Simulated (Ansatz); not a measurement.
# C3H7Cl3Si: up Jacob's ladder to CCSD(T)

One table from this session's results is given with a row withheld; the runs are named, their logs left out.

Method: functionals in def2-TZVPP, the program's frozen cores in correlated methods; program: Ansatz 0.2.0, Gaussian basis.

Levels to be run: LDA (SPW92), PBE-D4, revPBE-D4, BLYP-D4, r2SCAN-D4, B97M-V, PBE0-D4, B3LYP-D4, r2SCANh-D4, r2SCAN0-D4, HSE06-D4, BHLYP-D4, CAM-B3LYP-D4, LC-ωPBE, ωB97X-V, ωB97M-V, B2PLYP, PBE-QIDH; CCSD(T)/def2-SVP; CCSD(T)/def2-TZVPP; MP2/def2-QZVPP; extrapolation to the limit; RPA on PBE.

### The geometry

All runs share one geometry, relaxed beforehand with PBE0-D4 in a triple-zeta def2 set.

SMILES `CC(C)[Si](Cl)(Cl)Cl`, 14 atoms, charge 0, spin multiplicity 1.

Atoms are counted from 1 here; the program's logs count them from 0.

Bond lengths: C1–C2 1.527 Å, C1–H8 1.094 Å, C1–H9 1.093 Å, C1–H10 1.092 Å, C2–C3 1.527 Å, C2–Si4 1.862 Å, C2–H11 1.098 Å, C3–H12 1.094 Å, C3–H13 1.092 Å, C3–H14 1.093 Å, Si4–Cl5 2.041 Å, Si4–Cl6 2.042 Å, Si4–Cl7 2.041 Å. Angles: C2–C1–H8 110.0°, C2–C1–H9 111.1°, C2–C1–H10 112.2°, H8–C1–H9 107.5°, H8–C1–H10 107.9°, H9–C1–H10 108.0°, C1–C2–C3 111.8°, C1–C2–Si4 111.4°, C1–C2–H11 108.9°, C3–C2–Si4 111.4°, C3–C2–H11 108.9°, Si4–C2–H11 104.1°, C2–C3–H12 110.0°, C2–C3–H13 112.2°, C2–C3–H14 111.1°, H12–C3–H13 107.9°, H12–C3–H14 107.5°, H13–C3–H14 108.0° and more.

Coordinates:

```xyz
14
charge 0, multiplicity 1
C    -1.13636   -0.53788    0.90251
C    -0.09615   -0.40629   -0.20764
C     1.30084   -0.78760    0.27690
Si   -0.11431    1.29731   -0.95826
Cl    1.21507    1.42673   -2.50218
Cl    0.38686    2.70650    0.43256
Cl   -1.96664    1.75251   -1.68582
H    -1.14276   -1.56085    1.28889
H    -0.90576    0.12835    1.73786
H    -2.14398   -0.30463    0.55340
H    -0.37716   -1.06779   -1.03829
H     1.29593   -1.81078    0.66271
H     2.04340   -0.73346   -0.52139
H     1.62813   -0.13142    1.08755
```

The first run:

File in.yaml:

```yaml
crystal:
  periodic: [false, false, false]
  atoms:
    - {symbol: C, position_ang: [-1.136360, -0.537882, 0.902514]}
    - {symbol: C, position_ang: [-0.096150, -0.406294, -0.207642]}
    - {symbol: C, position_ang: [1.300837, -0.787598, 0.276901]}
    - {symbol: Si, position_ang: [-0.114306, 1.297314, -0.958262]}
    - {symbol: Cl, position_ang: [1.215073, 1.426727, -2.502185]}
    - {symbol: Cl, position_ang: [0.386855, 2.706496, 0.432563]}
    - {symbol: Cl, position_ang: [-1.966642, 1.752512, -1.685823]}
    - {symbol: H, position_ang: [-1.142764, -1.560845, 1.288889]}
    - {symbol: H, position_ang: [-0.905756, 0.128347, 1.737859]}
    - {symbol: H, position_ang: [-2.143982, -0.304630, 0.553401]}
    - {symbol: H, position_ang: [-0.377162, -1.067790, -1.038291]}
    - {symbol: H, position_ang: [1.295929, -1.810782, 0.662713]}
    - {symbol: H, position_ang: [2.043398, -0.733458, -0.521387]}
    - {symbol: H, position_ang: [1.628129, -0.131416, 1.087549]}
basis:
  gaussian: {orbitals: def2-TZVPP}
hamiltonian: {xc: lda}
output: {orbitals: {seedname: orbitals}}
```

Started as:

```console
$ ansatz run in.yaml --threads 2 --pin off --events-out ev --progress --plain --max-ram 32768MiB --backend cuda --devices 0, --max-vram 18GiB
```

Steps of the session up to this table: LDA; PBE-D4 (GGA); revPBE-D4 (GGA); BLYP-D4 (GGA); r2SCAN-D4 (meta-GGA); B97M-V (meta-GGA); B3LYP-D4 (hybrid); r2SCANh-D4 (hybrid); r2SCAN0-D4 (hybrid); HSE06-D4 (hybrid); BHLYP-D4 (hybrid); CAM-B3LYP-D4 (range-separated); LC-ωPBE (range-separated); ωB97X-V (range-separated); ωB97M-V (range-separated); B2PLYP (double hybrid); PBE-QIDH (double hybrid).

One table of the session follows, with a row left open; its other results are not shown here.

It belongs to the step «Orbital energies across the functionals». 

| functional | HOMO (eV) | gap (eV) |
| --- | --- | --- |
| LDA (SPW92) | -7.48 | 6.50 |
| PBE-D4 | ? | ? |
| revPBE-D4 | -7.31 | 6.71 |
| BLYP-D4 | -7.26 | 6.66 |
| r2SCAN-D4 | -7.65 | 7.34 |
| B97M-V | -7.77 | 7.53 |
| PBE0-D4 | -8.65 | 8.96 |
| B3LYP-D4 | -8.46 | 8.50 |
| r2SCANh-D4 | -8.13 | 8.16 |
| r2SCAN0-D4 | -8.84 | 9.39 |
| HSE06-D4 | -8.25 | 8.18 |
| BHLYP-D4 | -9.88 | 11.26 |
| CAM-B3LYP-D4 | -10.02 | 11.43 |
| LC-ωPBE | -11.32 | 14.02 |
| ωB97X-V | -10.99 | 13.55 |
| ωB97M-V | -10.82 | 13.08 |

Estimate the missing values for PBE-D4.

**Answer.** HOMO (eV): -7.37; gap (eV): 6.65. In the column «HOMO (eV)» it lies between LDA (SPW92) (-7.48) and revPBE-D4 (-7.31).
